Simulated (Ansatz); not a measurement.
# CsCdPO4: the cost of one run

Computed with Ansatz 0.2.0 (DFT, PBE, plane-wave PAW, default files, scalar-relativistic, as far as a step names no other, unless a step's input says otherwise).

## 1. The structure to begin with

Symmetry: P2_1, No. 4, monoclinic system. The conventional cell has a = 9.059 Å, b = 5.641 Å, c = 9.463 Å, α = 90.00°, β = 90.24°, γ = 90.00°. Cs (site symmetry 1) is surrounded by 8 O at 2.91 to 3.24 Å. Cs (site symmetry 1) has 6 O at 3.07 to 3.35 Å as nearest neighbours. Around Cd (site symmetry 1) lie 4 O at 2.14 to 2.22 Å. Around Cd (site symmetry 1) lie 4 O at 2.14 to 2.17 Å. P (site symmetry 1) is surrounded by 4 O at 1.54 to 1.56 Å. P (site symmetry 1) has 4 O at 1.53 to 1.55 Å as nearest neighbours. O (site symmetry 1) is surrounded by 1 P at 1.54 Å and 1 Cd at 2.22 Å. Around O (site symmetry 1) lie 1 P at 1.54 Å and 1 Cd at 2.16 Å. Only part of the 14 independent sites is listed.

Coordinates:

```cif
data_structure
_symmetry_space_group_name_H-M 'P 1'
_symmetry_Int_Tables_number 1
_cell_length_a 9.0589
_cell_length_b 5.6406
_cell_length_c 9.4634
_cell_angle_alpha 90.000
_cell_angle_beta 90.244
_cell_angle_gamma 90.000
_cell_volume 483.55
loop_
_atom_site_label
_atom_site_type_symbol
_atom_site_fract_x
_atom_site_fract_y
_atom_site_fract_z
_atom_site_occupancy
Cs1 Cs 0.17753 0.88599 0.01413 1
Cs2 Cs 0.82247 0.38599 0.98587 1
Cs3 Cs 0.32266 0.92720 0.51357 1
Cs4 Cs 0.67734 0.42720 0.48643 1
Cd1 Cd 0.07374 0.43844 0.34128 1
Cd2 Cd 0.92626 0.93844 0.65872 1
Cd3 Cd 0.59641 0.87802 0.16327 1
Cd4 Cd 0.40359 0.37802 0.83673 1
P1 P 0.60140 0.87890 0.81110 1
P2 P 0.39860 0.37890 0.18890 1
P3 P 0.91760 0.90230 0.30710 1
P4 P 0.08240 0.40230 0.69290 1
O1 O 0.93940 0.68530 0.21020 1
O2 O 0.06060 0.18530 0.78980 1
O3 O 0.42130 0.11470 0.22480 1
O4 O 0.57870 0.61470 0.77520 1
O5 O 0.68440 0.90280 0.95400 1
O6 O 0.31560 0.40280 0.04600 1
O7 O 0.44910 0.00580 0.81590 1
O8 O 0.55090 0.50580 0.18410 1
O9 O 0.99110 0.11960 0.24020 1
O10 O 0.00890 0.61960 0.75980 1
O11 O 0.99400 0.83220 0.44750 1
O12 O 0.00600 0.33220 0.55250 1
O13 O 0.75240 0.94760 0.33280 1
O14 O 0.24760 0.44760 0.66720 1
O15 O 0.69480 0.99090 0.69320 1
O16 O 0.30520 0.49090 0.30680 1
```

## 2. Gradients at the starting positions

Input file input.yaml:

```yaml
crystal:
  lattice:
    - [9.0589, 0.0, 0.0]
    - [0.0, 5.6406, 0.0]
    - [-0.0403007454, 0.0, 9.4633141874]
  atoms:
    - { symbol: Cs, position: [0.17753, 0.88599, 0.01413] }
    - { symbol: Cs, position: [0.82247, 0.38599, 0.98587] }
    - { symbol: Cs, position: [0.32266, 0.9272, 0.51357] }
    - { symbol: Cs, position: [0.67734, 0.4272, 0.48643] }
    - { symbol: Cd, position: [0.07374, 0.43844, 0.34128] }
    - { symbol: Cd, position: [0.92626, 0.93844, 0.65872] }
    - { symbol: Cd, position: [0.59641, 0.87802, 0.16327] }
    - { symbol: Cd, position: [0.40359, 0.37802, 0.83673] }
    - { symbol: P, position: [0.6014, 0.8789, 0.8111] }
    - { symbol: P, position: [0.3986, 0.3789, 0.1889] }
    - { symbol: P, position: [0.9176, 0.9023, 0.3071] }
    - { symbol: P, position: [0.0824, 0.4023, 0.6929] }
    - { symbol: O, position: [0.9394, 0.6853, 0.2102] }
    - { symbol: O, position: [0.0606, 0.1853, 0.7898] }
    - { symbol: O, position: [0.4213, 0.1147, 0.2248] }
    - { symbol: O, position: [0.5787, 0.6147, 0.7752] }
    - { symbol: O, position: [0.6844, 0.9028, 0.954] }
    - { symbol: O, position: [0.3156, 0.4028, 0.046] }
    - { symbol: O, position: [0.4491, 0.0058, 0.8159] }
    - { symbol: O, position: [0.5509, 0.5058, 0.1841] }
    - { symbol: O, position: [0.9911, 0.1196, 0.2402] }
    - { symbol: O, position: [0.0089, 0.6196, 0.7598] }
    - { symbol: O, position: [0.994, 0.8322, 0.4475] }
    - { symbol: O, position: [0.006, 0.3322, 0.5525] }
    - { symbol: O, position: [0.7524, 0.9476, 0.3328] }
    - { symbol: O, position: [0.2476, 0.4476, 0.6672] }
    - { symbol: O, position: [0.6948, 0.9909, 0.6932] }
    - { symbol: O, position: [0.3052, 0.4909, 0.3068] }
kpoints:
  mp_grid: { grid: [3, 4, 3] }
scf:
  occupations: { method: fermi_dirac, width: 0.02 }
hamiltonian:
  xc: pbe
  pseudopotentials: { kind: paw }
output:
  forces: true
  stress: true
  populations: true
  efg:
    quadrupole_moments_barn: { Cs: -0.00343, O: -0.02558 }
    contact_densities: true
```

Started as:

```sh
> ansatz run input.yaml --threads 1 --pin off --max-ram 3072MiB --backend cpu --events-out ev --progress --plain --runs-dir out
```

Q: Estimate wall time and peak memory on 1 thread of Arm Neoverse V1, shared host.

About 3.8 min, with a peak of 1.2 GiB.
